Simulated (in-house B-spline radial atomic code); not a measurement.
# P⁶⁺: ionisation energy by several methods

How far do functionals differ on the ionisation energy of P⁶⁺? Each run solves P⁶⁺ and then the next ion ([He] 2s2 2p4).

Program: in-house B-spline radial atomic code version 1. Level of theory: Dirac-Coulomb, several functionals; spherical all-electron atom at the radial basis limit. These are calculated values, not measurements, unless marked.

### Step 1. The atom as given

| Property | Result |
| --- | --- |
| element | phosphorus (Z = 15) |
| charge | +6 |
| electrons | 9 |
| configuration | [He] 2s2 2p5 |
| nucleus | Fermi, rms radius 3.189 fm |

The outer shells:

[He] 2s2 2p5
```
[He] core
2s [↑↓]
2p [↑↓][↑↓][↑ ]
```

The boxes only draw the filling; these runs are spin-restricted and spherical.

### Step 2. BP86, a GGA

Settings of the run:

```ini
Z = 15
electrons = 9.0
configuration = [He] 2s2 2p5
hamiltonian = dirac
method = b88,p86
spin_polarised = False
nucleus = fermi
rms_radius = 3.1889
mass_number = 31
atomic_mass = 30.97376199768
speed_of_light = 137.035999084
```

### Step 3. relativistic LDA

Settings: those of step 2 with these lines changed.

```diff
@@ -4,3 +4,3 @@
 hamiltonian = dirac
-method = b88,p86
+method = lda_x_rel,vwn
 spin_polarised = False
```

### Step 4. PBE, a GGA

Settings: those of step 3 with these lines changed.

```diff
@@ -4,3 +4,3 @@
 hamiltonian = dirac
-method = lda_x_rel,vwn
+method = pbe,pbe
 spin_polarised = False
```

### Step 5. exchange-only LDA

Settings: those of step 4 with these lines changed.

```diff
@@ -4,3 +4,3 @@
 hamiltonian = dirac
-method = pbe,pbe
+method = lda,
 spin_polarised = False
```

### Step 6. PW91, a GGA

Settings: those of step 5 with these lines changed.

```diff
@@ -4,3 +4,3 @@
 hamiltonian = dirac
-method = lda,
+method = pw91,pw91
 spin_polarised = False
```

### Step 7. LDA (PW92)

Settings: those of step 6 with these lines changed.

```diff
@@ -4,3 +4,3 @@
 hamiltonian = dirac
-method = pw91,pw91
+method = lda,pw
 spin_polarised = False
```

Q: The tabulated ionisation energy is 263.57 ± 0.06 eV (semi-empirical; NIST Atomic Spectra Database). What does each method give, and which comes nearest?

As calculated:

| method | rung | total energy (hartree) | ΔSCF (eV) | −ε highest (eV) | ΔSCF less tabulated (eV) |
| --- | --- | --- | --- | --- | --- |
| relativistic LDA | LDA | -326.0124 | 267.55 | 243.83 (2p3/2) | +3.98 |
| exchange-only LDA | LDA | -325.3498 | 265.26 | 241.55 (2p3/2) | +1.69 |
| LDA (PW92) | LDA | -326.1673 | 267.61 | 243.88 (2p3/2) | +4.04 |
| BP86 | GGA | -327.4810 | 267.88 | 244.12 (2p3/2) | +4.31 |
| PBE | GGA | -327.2934 | 267.71 | 243.97 (2p3/2) | +4.14 |
| PW91 | GGA | -327.4175 | 268.00 | 244.24 (2p3/2) | +4.43 |

**Reading.** Against the tabulated ionisation energy, 263.57 ± 0.06 eV (semi-empirical; NIST Atomic Spectra Database), the best here is exchange-only LDA (+1.69 eV) and the worst PW91 (+4.43 eV, or 1.7 %). PBE is off by +4.14 eV. Open shells are averaged (over orientations, and over spins where the run is restricted), while tables refer to the lowest levels. For the semilocal functionals minus the highest level recovers only 91 % of their own ΔSCF value, a mark of self-interaction.

Members of this set that are not shown: 8 used exact exchange with fractional occupations of an open shell, which is unsound here.
